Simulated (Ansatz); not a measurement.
# BH3OS2: one species, many methods

An exercise on one series of results from a longer session: the logs are not shown, and one member is left open.

Program: Ansatz 0.2.0, Gaussian basis. Level of theory: functionals in def2-TZVPP, the program's frozen cores in correlated methods. These are calculated values, not measurements.

Plan: PBE-D4, r2SCAN-D4, PBE0-D4, B3LYP-D4, ωB97X-V, ωB97M-V, B2PLYP; CCSD(T)/def2-TZVPP; CCSD(T)/def2-QZVPP; extrapolation to the limit.

## The relaxed structure

The geometry comes from an earlier relaxation with PBE0-D4 in a triple-zeta def2 set; it is a stationary point, not always the lowest conformer.

SMILES `OB(S)S`, 7 atoms, charge 0, spin multiplicity 1.

Atoms are counted from 1 here; the program's logs count them from 0.

Bond lengths: O1–B2 1.357 Å, O1–H5 0.961 Å, B2–S3 1.821 Å, B2–S4 1.810 Å, S3–H6 1.341 Å, S4–H7 1.344 Å. Angles: B2–O1–H5 114.7°, O1–B2–S3 120.4°, O1–B2–S4 119.4°, S3–B2–S4 120.2°, B2–S3–H6 97.0°, B2–S4–H7 95.3°.

As a file:

```xyz
7

O    -0.7136    1.2598    0.0591
B    -0.0815    0.0589    0.0445
S    -0.6417   -1.2906    1.1312
S     1.3262   -0.1925   -1.0658
H    -1.4503    1.3184    0.6726
H     0.2670   -2.1989    0.7464
H     1.2938    1.0449   -1.5880
```

Set-up of the first run:

Input file in.yaml:

```yaml
crystal:
  periodic: [false, false, false]
  atoms:
    - {symbol: O, position_ang: [-0.713573, 1.259794, 0.059071]}
    - {symbol: B, position_ang: [-0.081458, 0.058870, 0.044538]}
    - {symbol: S, position_ang: [-0.641709, -1.290588, 1.131189]}
    - {symbol: S, position_ang: [1.326243, -0.192534, -1.065763]}
    - {symbol: H, position_ang: [-1.450304, 1.318440, 0.672612]}
    - {symbol: H, position_ang: [0.266956, -2.198900, 0.746400]}
    - {symbol: H, position_ang: [1.293834, 1.044929, -1.588047]}
basis:
  gaussian: {orbitals: def2-TZVPP}
hamiltonian: {xc: pbe, dispersion: d4}
output: {forces: true, orbitals: {seedname: orbitals}}
```

Launch:

```bash
$ ansatz run in.yaml --threads 2 --pin off --events-out ev --progress --plain --max-ram 20480MiB --backend cpu
```

Among the steps run: PBE-D4 (GGA); r2SCAN-D4 (meta-GGA); PBE0-D4 (hybrid); B3LYP-D4 (hybrid); ωB97X-V (range-separated); ωB97M-V (range-separated); B2PLYP (double hybrid); CCSD(T) in def2-TZVPP; CCSD(T) in def2-QZVPP.

One of the session's tables, all rows but one given; the rest of the session is left out.

| method | atomisation energy (eV) |
| --- | --- |
| PBE-D4 | 26.976 |
| r2SCAN-D4 | 26.582 |
| PBE0-D4 | ? |
| B3LYP-D4 | 26.178 |
| ωB97X-V | 26.412 |
| ωB97M-V | 26.540 |
| B2PLYP | 25.921 |
| HF/def2-TZVPP | 18.726 |
| MP2/def2-TZVPP | 26.176 |
| CCSD/def2-TZVPP | 24.957 |
| CCSD(T)/def2-TZVPP | 25.463 |
| MP2/CBS | 26.960 |
| CCSD(T)/CBS | 26.252 |

Q: Estimate the row for PBE0-D4 from the others.

The run gave: atomisation energy (eV): 26.369. In the column «atomisation energy (eV)» it lies between CCSD(T)/CBS (26.252) and ωB97X-V (26.412).

Limits of these values: Free atoms (1 O, 1 B, 2 S, 3 H) were run apart at each level; the atomisation energy is their sum less the molecule, without zero-point or spin-orbit terms.
